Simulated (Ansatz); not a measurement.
# BBrH2O2: rigid scan of one bond length in Python

Aim: a rigid scan of one bond length, for BBrH2O2, run from a script.

Program: Ansatz 0.2.0, driven from Python. Level of theory: PBE/def2-SVP. These are calculated values, not measurements.

## (1) Starting point

Bond lengths: O1–B2 1.432 Å, B2–O3 1.432 Å, B2–Br4 1.923 Å, O1–H5 0.999 Å, O3–H6 1.005 Å. Angles: O1–B2–O3 118.3°, O1–B2–Br4 122.5°, O3–B2–Br4 119.2°, B2–O1–H5 107.0°, B2–O3–H6 105.5°.

No structure file is read: the coordinates are typed or built in the script.

## (2) The code

Input file run_scan.py:

```python
"""Potential curve of BBrH2O2 along one bond."""

import ansatz as az
import matplotlib.pyplot as plt
import numpy as np

GEOMETRY = """
O     0.22840    1.19400   -0.54000
B    -0.19320   -0.07410   -0.02470
O     0.77470   -0.89100    0.64320
Br   -1.98810   -0.73060   -0.23680
H     0.48160    1.05210   -1.49620
H     0.73860   -0.61440    1.60830
"""

system = az.Crystal.molecule()
for line in GEOMETRY.strip().splitlines():
    symbol, *xyz = line.split()
    system = system.atom(symbol, [float(v) for v in xyz])

symbols = [site.symbol for site in system.cartesian_sites]
start = np.array([site.position_ang for site in system.cartesian_sites])
axis = (start[4] - start[0]) / np.linalg.norm(start[4] - start[0])
moving = [4]
lengths, energies = [0.85, 0.92, 1.0, 1.1, 1.25, 1.5, 1.8, 2.2], []
for length in lengths:
    xyz = start.copy()
    xyz[moving] += (length - np.linalg.norm(start[4] - start[0])) * axis
    point = az.Crystal.molecule()
    for symbol, xyz in zip(symbols, xyz):
        point = point.atom(symbol, xyz.tolist())
    setup = (
        point.calculation()
        .basis(gaussian="def2-SVP")
        .functional("PBE")
        .scf(lower_state_search="off")
        .spin("collinear")
    )
    rep = setup.run(threads=1).report
    energies.append(rep["free_energy_ev"])
    print(f"r = {length:6.3f} A  E = {energies[-1]:.5f} eV  <S^2> = {abs(rep['mean_field']['state']['spin_squared']):.3f}")

print("energy above the lowest point (eV):", [round(e - min(energies), 3) for e in energies])
plt.figure(figsize=(4.5, 3))
plt.plot(lengths, np.array(energies) - min(energies), "o-")
plt.xlabel("bond length (A)")
plt.ylabel("E - E(min) (eV)")
plt.tight_layout()
plt.savefig("scan.png", dpi=100)
```

## (3) The input behind the calls

The engine receives this input (first run):

```yaml
crystal:
  periodic: [false, false, false]
  atoms:
    - { symbol: O, position_ang: [0.2284, 1.194, -0.54] }
    - { symbol: B, position_ang: [-0.1932, -0.0741, -0.0247] }
    - { symbol: O, position_ang: [0.7747, -0.891, 0.6432] }
    - { symbol: Br, position_ang: [-1.9881, -0.7306, -0.2368] }
    - { symbol: H, position_ang: [0.44377466331178694, 1.0732983225752664, -1.3533540800107848] }
    - { symbol: H, position_ang: [0.7386, -0.6144, 1.6083] }
basis:
  gaussian:
    orbitals: def2-SVP
hamiltonian:
  xc: pbe
magnetization:
  spin_polarized: true
scf:
  lower_state_search: "off"
```

## (4) The run

Launch:

```bash
python run_scan.py
```

Q: Predict the main results. Wanted: range of energy; lowest point, distance.

The runs gave:

```
                  quantity     value
             runs compared         8
           range of energy  5.059 eV
lowest point, distance (Å)      1.00
```

The lowest point, at 1.00, lies inside the range. The ends stand 0.514 and 5.06 eV above it. The distance scanned is the script's pair 0, 4. The settings weren't tested for convergence. The rest of the molecule is held rigid at a force-field or estimated start geometry, and the basis set is modest; single-reference methods fail as a bond breaks.
